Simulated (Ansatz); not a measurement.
A nudged elastic band was laid between two geometries of a periodic cell of 33 atoms, Al32Ga (host Al, host structure fcc, interstitial Ga).

Method: Ansatz, DFT LDA, scalar-relativistic, plane waves, PAW. Settings: PAW set soft_1, cutoff 420 eV, k mesh 2x2x2, gaussian smearing 0.05 eV, no spin polarisation.

```yaml
movable_images: 5
climbing_image: yes
spring: 5.0 eV/Å²
optimiser: quadratic models (default)
start_path: IDPP
force_threshold: 0.05 eV/Å
iteration_limit: 76
end_points: relaxed
```

Initial state:

```xyz
33
Lattice="8.1000 0.0000 0.0000 0.0000 8.1000 0.0000 0.0000 0.0000 8.1000" Properties=species:S:1:pos:R:3
Al 4.051 -0.105 0.003
Al 5.637 2.024 0.002
Al 6.057 -0.020 2.047
Al 0.001 -0.440 0.002
Al 2.466 2.024 0.002
Al 4.051 4.154 0.003
Al 5.972 6.074 0.003
Al 2.045 -0.020 2.047
Al 4.051 2.024 2.132
Al 6.057 4.068 2.047
Al 4.051 -0.024 4.053
Al 5.972 2.024 4.053
Al 6.057 -0.020 6.058
Al 0.001 4.488 0.002
Al 2.131 6.074 0.003
Al 0.001 2.024 2.467
Al 2.045 4.068 2.047
Al 4.051 6.074 2.051
Al 0.001 -0.105 4.053
Al 2.131 2.024 4.053
Al 4.051 4.072 4.053
Al 6.053 6.074 4.053
Al 2.045 -0.020 6.058
Al 4.051 2.024 5.973
Al 6.057 4.069 6.058
Al 0.001 6.074 2.132
Al 0.001 4.154 4.053
Al 2.049 6.074 4.053
Al 0.001 2.024 5.639
Al 2.046 4.068 6.058
Al 4.051 6.074 6.055
Al 0.001 6.074 5.973
Ga 0.002 2.024 0.003
```

Final state:

```xyz
33
Lattice="8.1000 0.0000 0.0000 0.0000 8.1000 0.0000 0.0000 0.0000 8.1000" Properties=species:S:1:pos:R:3
Al 4.151 -0.002 -0.002
Al 6.072 1.922 -0.002
Al 6.074 -0.001 2.045
Al -0.104 -0.002 -0.002
Al 2.024 1.587 -0.001
Al 4.481 4.049 -0.001
Al 6.072 6.176 -0.002
Al 2.023 -0.002 2.126
Al 4.067 2.005 2.042
Al 6.072 4.049 2.126
Al 4.070 -0.001 4.049
Al 6.074 2.002 4.049
Al 6.074 -0.001 6.052
Al -0.440 4.049 -0.001
Al 2.024 6.507 -0.001
Al -0.020 2.006 2.041
Al 2.024 4.049 2.457
Al 4.067 6.093 2.042
Al -0.023 -0.001 4.049
Al 2.023 1.922 4.048
Al 4.151 4.049 4.048
Al 6.074 6.095 4.049
Al 2.023 -0.002 5.972
Al 4.066 2.006 6.055
Al 6.072 4.049 5.972
Al -0.020 6.092 2.042
Al -0.104 4.049 4.048
Al 2.023 6.176 4.048
Al -0.019 2.006 6.056
Al 2.024 4.049 5.636
Al 4.067 6.092 6.055
Al -0.020 6.092 6.056
Ga 2.019 4.046 -0.005
```

(1) Which bonds break or form, and what moves?

(2) Give the energies along the band, and the barrier.

(3) What is the geometry of the highest image?

## Answers

(1) Contacts lost: Al2–Ga33, Al4–Ga33, Al5–Al6, Al6–Al15, Al14–Al15, Al16–Ga33, Al29–Ga33. Contacts made: Al2–Al4, Al2–Al14, Al4–Al5, Al6–Ga33, Al15–Ga33, Al17–Ga33, Al30–Ga33. The atom that moves furthest is Ga33, by 2.86 Å; four of its nearest neighbours are Al16 2.46, Al5 2.46, Al4 2.46, Al14 2.46 Å at the first end and Al14 2.46, Al30 2.46, Al5 2.46, Al15 2.46 Å at the last.

(2) The run converged. The highest image is number 3 of 0 to 6, 0.72 eV above the ends, which have the same energy within 2 meV. By the program's own check the climbing image is a first-order saddle point (lowest curvatures found: -0.56 and 0.18 eV/Å²). Limits of this set-up: coarse k mesh, PAW files made for another functional, a small cell, in which the defect meets its images.

```csv
image,path coordinate (Å),energy (eV),Al2–Ga33 (Å),Al4–Ga33 (Å),Al5–Al6 (Å)
0,0.00,0.00,2.46,2.46,2.66
1,0.86,0.23,2.68,2.49,2.58
2,1.72,0.54,3.02,2.59,2.59
3,2.58,0.72,3.49,3.01,2.69
4,3.44,0.54,3.99,3.64,2.85
5,4.29,0.23,4.27,4.11,3.18
6,5.15,0.00,4.57,4.57,3.48
```

(3) 
```xyz
33
Lattice="8.1000 0.0000 0.0000 0.0000 8.1000 0.0000 0.0000 0.0000 8.1000" Properties=species:S:1:pos:R:3
Al 3.945 -0.422 0.000
Al 5.854 1.791 0.000
Al 6.091 0.012 2.096
Al 0.139 0.153 0.001
Al 3.055 1.880 0.003
Al 4.270 4.282 0.000
Al 6.179 6.495 0.000
Al 2.048 0.003 2.027
Al 4.121 2.014 2.320
Al 6.004 4.059 2.320
Al 4.049 -0.069 4.051
Al 6.176 1.957 4.051
Al 6.090 0.013 6.005
Al -1.031 4.193 0.003
Al 1.885 5.920 0.002
Al -0.049 2.005 2.106
Al 2.073 4.068 2.106
Al 4.033 6.060 2.096
Al 0.032 -0.067 4.049
Al 1.964 1.979 4.051
Al 3.948 4.116 4.051
Al 6.076 6.142 4.051
Al 2.049 0.004 6.074
Al 4.119 2.014 5.783
Al 6.005 4.059 5.783
Al -0.024 6.070 2.027
Al 0.060 4.094 4.051
Al 1.992 6.140 4.049
Al -0.049 2.003 5.992
Al 2.073 4.070 5.992
Al 4.035 6.060 6.005
Al -0.024 6.069 6.074
Ga 1.013 3.037 -0.004
```

Run time: 26 min on 2 threads of Arm Neoverse V1, with other jobs on the host, peak memory 2 GiB.
